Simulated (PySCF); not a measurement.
# H2O5Si2: relaxation and vibrations and intensities, part 2 of 2

Aim: for H2O5Si2, 2 runs in a chain (relaxation and vibrations and intensities).

PySCF 2.14.0; relaxation, pbe, def2-tzvp, and further levels as typed in the inputs. Earlier steps stand in the parts before.

### Step 3. Vibrations and intensities: vibrations and intensities, pbe, def2-tzvp

It takes the final geometry of step 2.

File run.py:

```python
from pyscf import gto, dft
from pyscf.hessian import thermo
import numpy as np
mol = gto.M(atom="mol.xyz", basis="def2-tzvp", charge=1, spin=1, verbose=4)
mf = dft.UKS(mol, xc="pbe").density_fit().run(conv_tol=1e-9)
for i in range(6):  # look for a lower solution of the same spin
    mo, _, ok, _ = mf.stability(return_status=True)
    if ok: break
    mf.kernel(mf.make_rdm1(mo, mf.mo_occ))
print(f"converged SCF energy = {mf.e_tot:.10f}, stable: {ok}")
mol.verbose = 0; x = mol.atom_coords(); n = x.size; h = np.zeros((n, n + 3))
def point(d):
    m = mol.set_geom_(x + d.reshape(-1, 3), unit="Bohr", inplace=False); s = dft.UKS(m, xc="pbe").density_fit()
    s.grids.level = 4
    s.run(mf.make_rdm1(), conv_tol=1e-10); g = s.nuc_grad_method(); g.grid_response = True
    return np.append(g.kernel(), s.dip_moment(unit="AU", verbose=0))
for k in range(n): d = np.zeros(n); d[k] = 0.01; h[k] = (point(d) - point(-d)) / 0.02
H = (h[:, :n] + h[:, :n].T) / 2
f = thermo.harmonic_analysis(mol, H.reshape(mol.natm, 3, mol.natm, 3).transpose(0, 2, 1, 3))
print("harmonic vibrations: frequency (1/cm), infrared intensity (km/mol)")
for w, q in zip(f["freq_wavenumber"], f["norm_mode"]): t = q.ravel() @ h[:, n:]; print(f"  {w.real - w.imag:9.2f} {974.88 * t @ t:9.2f}")
```

Run with:

```
$ python run.py
```

The program printed:

```text
[INPUT] num. atoms = 9
[INPUT] num. electrons = 69
[INPUT] charge = 1
[INPUT] spin (= nelec alpha-beta = 2S) = 1
[INPUT] symmetry False subgroup None
[INPUT] Mole.unit = angstrom
[INPUT] Symbol           X                Y                Z      unit          X                Y                Z       unit  Magmom
[INPUT]  1 H      1.639188940000  -2.078408440000   2.206510390000 AA    3.097618163016  -3.927622726585   4.169700328107 Bohr   0.0
[INPUT]  2 O      1.077746040000  -2.015034220000   1.409518600000 AA    2.036644847435  -3.807862807427   2.663604121480 Bohr   0.0
[INPUT]  3 Si     0.055421450000  -0.878256600000   1.048921840000 AA    0.104731361926  -1.659664441092   1.982175003675 Bohr   0.0
[INPUT]  4 O     -0.884977610000  -0.779412330000  -0.261072130000 AA   -1.672365309272  -1.472875841809  -0.493354824457 Bohr   0.0
[INPUT]  5 Si    -1.513531510000   0.729341300000   0.370393620000 AA   -2.860160034799   1.378255308334   0.699942500086 Bohr   0.0
[INPUT]  6 O     -1.099196690000   2.094235890000  -0.372000390000 AA   -2.077180701128   3.957532272335  -0.702978855331 Bohr   0.0
[INPUT]  7 H     -1.581881850000   2.456650570000  -1.137618480000 AA   -2.989323457920   4.642396761057  -2.149787361444 Bohr   0.0
[INPUT]  8 O     -3.119172480000   0.676976880000   0.636155130000 AA   -5.894381722480   1.279300895863   1.202158968437 Bohr   0.0
[INPUT]  9 O     -0.441539370000   0.496663570000   1.734956940000 AA   -0.834388482513   0.938558123349   3.278593454513 Bohr   0.0

nuclear repulsion = 483.472406850264
number of shells = 89
number of NR pGTOs = 372
number of NR cGTOs = 241
basis = def2-tzvp
ecp = {}

******** <class 'pyscf.df.df_jk.DFUKS'> ********
method = DFUKS
initial guess = minao
damping factor = 0
level_shift factor = 0
DIIS = <class 'pyscf.scf.diis.CDIIS'>
diis_start_cycle = 1
diis_space = 8
diis_damp = 0
SCF conv_tol = 1e-09
SCF conv_tol_grad = None
SCF max_cycles = 50
direct_scf = False
number electrons alpha = 35  beta = 34
XC library pyscf.dft.libxc version 7.0.0
    S. Lehtola, C. Steigemann, M. J.T. Oliveira, and M. A.L. Marques.,  SoftwareX 7, 1–5 (2018)
XC functionals = pbe
    J. P. Perdew, K. Burke, and M. Ernzerhof.,  Phys. Rev. Lett. 77, 3865 (1996)
    J. P. Perdew, K. Burke, and M. Ernzerhof.,  Phys. Rev. Lett. 78, 1396 (1997)
    J. P. Perdew, K. Burke, and M. Ernzerhof.,  Phys. Rev. Lett. 77, 3865 (1996)
    J. P. Perdew, K. Burke, and M. Ernzerhof.,  Phys. Rev. Lett. 78, 1396 (1997)
radial grids:
    Treutler-Ahlrichs [JCP 102, 346 (1995); DOI:10.1063/1.469408] (M4) radial grids

becke partition: Becke, JCP 88, 2547 (1988); DOI:10.1063/1.454033
pruning grids: <function nwchem_prune at 0x76deb9d89c60>
grids dens level: 3
symmetrized grids: False
atomic radii adjust function: <function treutler_atomic_radii_adjust at 0x76deb9d8a980>
small_rho_cutoff = 0
Set gradient conv threshold to 3.16228e-05
tot grids = 128392
init E= -957.062808146187
[... the frontier-level lines of each cycle are left out ...]


cycle= 1 E= -955.30946301218  delta_E= 1.75  |g|=  1.1  |ddm|= 2.21
cycle= 2 E= -953.778802381393  delta_E= 1.53  |g|= 2.27  |ddm|= 1.82
cycle= 3 E= -955.687261411269  delta_E= -1.91  |g|= 0.304  |ddm|= 1.35
cycle= 4 E= -955.68657024952  delta_E= 0.000691  |g|= 0.315  |ddm|= 0.353
cycle= 5 E= -955.726842299351  delta_E= -0.0403  |g|= 0.0888  |ddm|= 0.221
cycle= 6 E= -955.729662658303  delta_E= -0.00282  |g|= 0.034  |ddm|= 0.0622
cycle= 7 E= -955.730020940512  delta_E= -0.000358  |g|= 0.0121  |ddm|= 0.0226
cycle= 8 E= -955.730067416327  delta_E= -4.65e-05  |g|= 0.00576  |ddm|= 0.0102
cycle= 9 E= -955.730077934875  delta_E= -1.05e-05  |g|= 0.00238  |ddm|= 0.00418
cycle= 10 E= -955.73008001625  delta_E= -2.08e-06  |g|= 0.000831  |ddm|= 0.00162
cycle= 11 E= -955.730080154573  delta_E= -1.38e-07  |g|= 0.000688  |ddm|= 0.000809
cycle= 12 E= -955.7300803116  delta_E= -1.57e-07  |g|= 0.000332  |ddm|= 0.000493
cycle= 13 E= -955.730080355539  delta_E= -4.39e-08  |g|= 0.000184  |ddm|= 0.000349
cycle= 14 E= -955.730080372297  delta_E= -1.68e-08  |g|= 0.000113  |ddm|= 0.000198
cycle= 15 E= -955.730080387407  delta_E= -1.51e-08  |g|= 8.29e-05  |ddm|= 0.000298
cycle= 16 E= -955.730080401388  delta_E= -1.4e-08  |g|= 5.93e-05  |ddm|= 0.000489
cycle= 17 E= -955.730080404477  delta_E= -3.09e-09  |g|= 2.51e-05  |ddm|= 0.000197
cycle= 18 E= -955.730080405101  delta_E= -6.23e-10  |g|= 8.55e-06  |ddm|= 0.000108
Extra cycle  E= -955.73008040492  delta_E= 1.81e-10  |g|= 2.29e-05  |ddm|= 1.94e-05
converged SCF energy = -955.73008040492  <S^2> = 0.75288371  2S+1 = 2.0028816
uhf_internal: lowest eigs of H = [0.95561536 0.96458824 0.9751157 ]
<class 'pyscf.df.df_jk.DFUKS'> wavefunction is stable in the internal stability analysis
converged SCF energy = -955.7300804049, stable: True
harmonic vibrations: frequency (1/cm), infrared intensity (km/mol)
      92.49      1.45
     159.56      5.54
     196.91      7.95
     211.66     20.31
     254.30     20.08
     297.92      2.37
     306.81    126.95
     339.46    154.46
     409.40     23.66
     471.50      5.47
     580.82     44.19
     645.66    181.94
     680.69    156.27
     702.04    189.66
     858.72     11.25
     928.85     49.21
     968.34    145.25
     989.82    188.85
    1194.30    176.72
    3683.06    477.04
    3707.07    279.69
```

It took 21 min on 8 threads of Intel Xeon Platinum 8488C (Sapphire Rapids), shared host.

Harmonic frequencies from the force constants, with isotope-averaged masses (PySCF's default) and rigid motions projected out (i: imaginary):

```tsv
mode	cm⁻¹	IR (km/mol)
1	92	1.4
2	160	5.5
3	197	8.0
4	212	20.3
5	254	20.1
6	298	2.4
7	307	127.0
8	339	154.5
9	409	23.7
10	472	5.5
11	581	44.2
12	646	181.9
13	681	156.3
14	702	189.7
15	859	11.2
16	929	49.2
17	968	145.2
18	990	188.8
19	1194	176.7
20	3683	477.0
21	3707	279.7
```

### Step 4. The runs side by side

What follows sums up all 2 parts.

| quantity | value |
| --- | --- |
| harmonic frequencies (step 3) | 92 to 3707 cm⁻¹ |
| zero-point energy (step 3) | 1.096 eV |

**Reading.** In step 3 all modes are real: a minimum.
